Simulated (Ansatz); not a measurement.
# HSSeSi− (SMILES S=[SiH][Se-]): one structure at several levels

A test off equilibrium: a frame of a short trajectory is computed at several levels, and each is set against CCSD(T).

Method: single points in def2-TZVPPD; program: Ansatz 0.2.0, Gaussian basis.

Cores are frozen in the correlated methods. Filled d shells of the heavier atoms are correlated.

## (1) The starting structure

4 atoms, charge -1, spin multiplicity 1.

Atoms are counted from 1 here; the program's logs count them from 0.

Bond lengths: S1–Si2 2.004 Å, Si2–Se3 2.167 Å, Si2–H4 1.714 Å. Angles: S1–Si2–Se3 132.7°, S1–Si2–H4 111.3°, Se3–Si2–H4 115.9°.

Geometry (Å):

```
S    -1.6307   -0.1049    1.2205
Si   -0.0723    0.0060   -0.0345
Se    1.9799   -0.6756    0.1074
H    -0.4611    0.9223   -1.4295
```

## (2) PBE-D4/def2-TZVPPD

run/in.yaml

```yaml
crystal:
  periodic: [false, false, false]
  atoms:
    - {symbol: S, position_ang: [-1.630721, -0.104899, 1.220530]}
    - {symbol: Si, position_ang: [-0.072306, 0.006035, -0.034517]}
    - {symbol: Se, position_ang: [1.979934, -0.675552, 0.107357]}
    - {symbol: H, position_ang: [-0.461087, 0.922303, -1.429496]}
basis:
  gaussian: {orbitals: "def2-TZVPPD.json"}
total_charge: -1
hamiltonian: {xc: pbe, dispersion: d4}
output: {forces: true}
```

The basis file named in the input lies beside it (Basis Set Exchange, JSON).

Started as:

```
ansatz run in.yaml --threads 2 --pin off --events-out ev --progress --plain --max-ram 3481MiB
```

## (3) r2SCAN-D4/def2-TZVPPD

run/in.yaml: that of step 2 with these lines changed.

```diff
@@ -10,3 +10,3 @@
 total_charge: -1
-hamiltonian: {xc: pbe, dispersion: d4}
+hamiltonian: {xc: r2scan, dispersion: d4}
 output: {forces: true}
```

## (4) PBE0-D4/def2-TZVPPD

run/in.yaml: that of step 3 with these lines changed.

```diff
@@ -10,3 +10,3 @@
 total_charge: -1
-hamiltonian: {xc: r2scan, dispersion: d4}
-output: {forces: true}
+hamiltonian: {xc: pbe0, dispersion: d4}
+output: {forces: true, orbitals: {seedname: orbitals}}
```

## (5) wB97M-V/def2-TZVPPD

run/in.yaml: that of step 4 with these lines changed.

```diff
@@ -10,3 +10,3 @@
 total_charge: -1
-hamiltonian: {xc: pbe0, dispersion: d4}
-output: {forces: true, orbitals: {seedname: orbitals}}
+hamiltonian: {xc: {name: wB97M-V}}
+output: {forces: true}
```

## (6) CCSD(T)/def2-TZVPPD

run/in.yaml: that of step 5 with these lines changed.

```diff
@@ -10,3 +10,3 @@
 total_charge: -1
-hamiltonian: {xc: {name: wB97M-V}}
+correlation: {method: ccsd_t}
 output: {forces: true}
```

(Steps that only read results are left out.)

Before running it: what results should come out? Wanted: RMS force component; RMS force error; HOMO and LUMO, PBE0-D4; T1 diagnostic.

As calculated:

| quantity | value |
| --- | --- |
| RMS force component | 0.729 to 0.852 eV/Å over the methods |
| RMS force error | PBE-D4 0.147, r2SCAN-D4 0.068, PBE0-D4 0.105, wB97M-V 0.143 eV/Å |
| HOMO and LUMO, PBE0-D4 | -1.98 and 2.70 eV |
| T1 diagnostic | 0.014 |

**Reading.** For forces r2SCAN-D4 does best and PBE-D4 worst. Frozen-core CCSD(T) forces in triple zeta carry basis errors of their own, and this is one geometry, so small gaps rank nothing.
